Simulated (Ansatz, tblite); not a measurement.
**The cluster Ta₂O₄+: a ladder of methods and basis sets**

The task here is to estimate one member of a computed series from the others.

Computed with Ansatz 0.2.0, Gaussian basis. Level: as each input shows.

Plan: GFN1-xTB, GFN2-xTB, PBE-D4/def2-TZVP, r2SCAN-D4/def2-TZVP, HSE06-D4/def2-TZVP, revPBE-D4/def2-TZVP, PBE+10HF/def2-SVP, PBE+15HF/def2-SVP, PBE+40HF/def2-SVP, PBE-D4/def2-SVP, PBE0-D4/def2-SVP, CCSD(T)/def2-SVP, MP2/def2-TZVP, RPA/def2-TZVP.

2 further runs of the same task are left out: 2 set aside as unsound or not needed. Runs told in other sessions of the task aren't counted.

## The relaxed structure

The doublet was relaxed beforehand with r2SCAN-D4/def2-SVP. At that level it is the lowest of the isomers that a small search found.

6 atoms, charge 1, spin multiplicity 2.

Bond lengths: Ta1–O3 1.941 Å, Ta1–O5 1.708 Å, Ta1–O6 1.941 Å, Ta2–O3 1.941 Å, Ta2–O4 1.708 Å, Ta2–O6 1.941 Å. Angles: O3–Ta1–O5 109.2°, O3–Ta1–O6 86.6°, O5–Ta1–O6 109.2°, O3–Ta2–O4 109.2°, O3–Ta2–O6 86.6°, O4–Ta2–O6 109.2°, Ta1–O3–Ta2 89.3°, Ta1–O6–Ta2 89.3°.

Coordinates:

```xyz
6
O4Ta2
Ta   -0.2621   -0.0140    1.4069
Ta    0.5437    0.7681   -1.0789
O     1.4564    0.1561    0.5209
O     0.1036   -0.5844   -2.0253
O    -0.9061   -1.5644    1.0902
O    -0.9356    1.2386    0.0862
```

Ta takes a core potential in the def2 sets. No spin-orbit coupling is included. The ion is computed in the gas phase, without counter-ions or solvent.

PBE0-D4/def2-TZVP was run before; its log isn't repeated, and its numbers join the tables.

Set-up of the first run:

Tight binding, by tblite at 300 K electronic temperature and without a spin-polarisation term:

```python
tblite.interface.Calculator('GFN1-xTB', numbers, positions, charge=1, uhf=1).singlepoint()
```

Tight binding, by tblite at 300 K electronic temperature and without a spin-polarisation term:

```python
tblite.interface.Calculator('GFN2-xTB', numbers, positions, charge=1, uhf=1).singlepoint()
```

start.molden holds the orbitals of an earlier run on this state, given as this run's starting guess.

Contents of in.yaml:

```yaml
crystal:
  periodic: [false, false, false]
  atoms:
    - {symbol: Ta, position_ang: [-0.262053, -0.014048, 1.406861]}
    - {symbol: Ta, position_ang: [0.543667, 0.768074, -1.078852]}
    - {symbol: O, position_ang: [1.456430, 0.156099, 0.520884]}
    - {symbol: O, position_ang: [0.103616, -0.584366, -2.025257]}
    - {symbol: O, position_ang: [-0.906106, -1.564361, 1.090187]}
    - {symbol: O, position_ang: [-0.935566, 1.238603, 0.086177]}
basis:
  gaussian: {orbitals: def2-TZVP, initial_orbitals: start.molden}
total_charge: 1
magnetization: {spin_polarized: true, initial_magnetization: 1}
hamiltonian: {xc: pbe, dispersion: d4}
scf: {omitted_lower_state_checks: [starts]}
output: {forces: true, orbitals: {seedname: orbitals}}
```

Launch:

```
$ ansatz run in.yaml --threads 4 --pin off --events-out ev --progress --plain --max-ram 4787MiB
```

Steps of the session up to this table: PBE-D4/def2-TZVP; r2SCAN-D4/def2-TZVP; HSE06-D4/def2-TZVP; revPBE-D4/def2-TZVP; PBE+10HF/def2-SVP; PBE+15HF/def2-SVP; PBE+40HF/def2-SVP; PBE-D4/def2-SVP; PBE0-D4/def2-SVP; CCSD(T)/def2-SVP; MP2/def2-TZVP; RPA/def2-TZVP.

One table of the session follows, with a row left open; its other results are not shown here.

It belongs to the step «Levels side by side». 

| level | HOMO (eV) | LUMO (eV) | gap (eV) |
| --- | --- | --- | --- |
| PBE-D4/def2-SVP | -9.91 | -9.23 | 0.68 |
| PBE-D4/def2-TZVP | -9.96 | -9.25 | 0.72 |
| revPBE-D4/def2-TZVP | ? | ? | ? |
| r2SCAN-D4/def2-TZVP | -10.18 | -9.18 | 1.00 |
| PBE0-D4/def2-SVP | -10.89 | -8.49 | 2.40 |
| PBE0-D4/def2-TZVP | -10.86 | -8.60 | 2.26 |
| HSE06-D4/def2-TZVP | -10.49 | -8.95 | 1.54 |
| PBE+10HF/def2-SVP | -10.29 | -8.87 | 1.43 |
| PBE+15HF/def2-SVP | -10.49 | -8.69 | 1.80 |
| PBE+40HF/def2-SVP | -11.51 | -8.21 | 3.29 |

Estimate the missing values for revPBE-D4/def2-TZVP.

As computed: HOMO (eV): -9.88; LUMO (eV): -9.12; gap (eV): 0.76. In the column «HOMO (eV)» it is the highest.
